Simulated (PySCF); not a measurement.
# 2-tert-butylpyridine: geometry, NMR shifts and electronic excitations

Aim: predict the NMR shifts and electronic excitations of 2-tert-butylpyridine (`CC(C)(C)c1ccccn1`).

Programs: PySCF 2.14.0, with density-fitted response routines of our own. Each step states its level of theory. These are calculated values for one molecule in the gas phase, unless marked as measured. Atoms count from 0, in the outputs and in this text.

### 1 The molecule as given

23 atoms, charge 0, multiplicity 1; geometry from: GFN2-xTB.

Bonds of the start (Å): C0–C1 1.53, C1–C2 1.53, C1–C3 1.53, C1–C4 1.52, C4–C5 1.39, C5–C6 1.38, C6–C7 1.39, C7–C8 1.38, C8–N9 1.32, N9–C4 1.33, C0–H10 1.09, C0–H11 1.09, C0–H12 1.09, C2–H13 1.09, C2–H14 1.09, C2–H15 1.09, C3–H16 1.09, C3–H17 1.09, C3–H18 1.09, C5–H19 1.08, C6–H20 1.08, C7–H21 1.08, C8–H22 1.08.

### 2 Relaxing the molecule at PBE0-D3(BJ)/def2-SVP

What the job is given:

```
{"job": {"xc": "PBE0", "basis": "def2-SVP", "d3": "d3bj", "grid": 1, "kind": "geom"}, "charge": 0, "multiplicity": 1}
C     -1.277334     1.035980    -1.358926
C     -1.064116    -0.003939    -0.251797
C     -1.592247    -1.358315    -0.726021
C     -1.819770     0.416240     1.015368
C      0.416828    -0.096863     0.062605
C      1.130797     1.012924     0.514639
C      2.479479     0.881629     0.788201
C      3.083778    -0.352634     0.604799
C      2.292163    -1.394907     0.152993
N      1.003584    -1.272793    -0.109551
H     -0.956186     2.024530    -1.040815
H     -2.330935     1.087828    -1.623926
H     -0.711484     0.761098    -2.246297
H     -1.441743    -2.111884     0.041297
H     -2.654638    -1.287610    -0.949544
H     -1.063351    -1.677915    -1.618993
H     -1.502232     1.397767     1.358611
H     -1.641056    -0.300291     1.814325
H     -2.888828     0.452916     0.817254
H      0.642280     1.965196     0.651147
H      3.051517     1.729173     1.139358
H      4.133590    -0.498427     0.806263
H      2.705155    -2.382719    -0.009765
```

**Question.** This job is followed by: GIAO PBE0/pcSseg-1 NMR shielding, non-relativistic, gas phase; TDDFT PBE0/def2-SVPD, vertical, gas phase, core orbitals frozen in the response; GIAO WP04/pcSseg-1 NMR shielding, non-relativistic, gas phase. Predict these results of the whole session: point group; rotational constants (main isotopes); 13C shifts against TMS (PBE0/pcSseg-1, means over atoms taken as alike); 1H shifts against TMS (PBE0/pcSseg-1, means over atoms taken as alike); 15N shifts against NH3 (PBE0/pcSseg-1); lowest singlet (PBE0/def2-SVPD); brightest single state of those computed; lowest triplet; vertical ionisation energy (ΔSCF); range of the shift of N9.

The runs gave:

| quantity | value |
| --- | --- |
| point group | Cs |
| rotational constants (main isotopes) | 2.59, 0.99, 0.85 GHz |
| 13C shifts against TMS (PBE0/pcSseg-1, means over atoms taken as alike) | 174.8, 153.8, 140.9, 126.2, 125.6, 38.8, 32.2 ppm |
| 1H shifts against TMS (PBE0/pcSseg-1, means over atoms taken as alike) | 8.65, 7.68, 7.48, 7.07, 1.31 ppm |
| 15N shifts against NH3 (PBE0/pcSseg-1) | 352.5 ppm |
| lowest singlet (PBE0/def2-SVPD) | 4.84 eV (256 nm), f = 0.003 |
| brightest single state of those computed | state 8, 7.24 eV, f = 0.624 |
| lowest triplet | 4.14 eV |
| vertical ionisation energy (ΔSCF) | 8.99 eV |
| range of the shift of N9 | 345.9 to 352.5 ppm |

What this shows: The optimisation took 4 steps and gained 0.059 eV; among the close pairs (by a distance rule), C0–H11 changed most, from 1.088 to 1.101 Å. No frequency check was run at this level, so the end point may be a saddle. At PBE0/pcSseg-1: The widest tensor belongs to N9: span 678 ppm, with a paramagnetic part of -418 ppm. The lowest singlet, at 4.84 eV, is HOMO→LUMO 0.99 and is weak; of the 10 states computed, the strongest absorption comes from state 8 at 7.24 eV. The lowest triplet lies 0.69 eV below the lowest singlet (triplets in Tamm-Dancoff, singlets in full TDDFT). ΔSCF puts the ionisation energy at 8.99 eV, 1.79 eV above −ε(HOMO). Across the 2 runs the shift of N9 moves most, between 345.9 (WP04/pcSseg-1) and 352.5 ppm (PBE0/pcSseg-1).
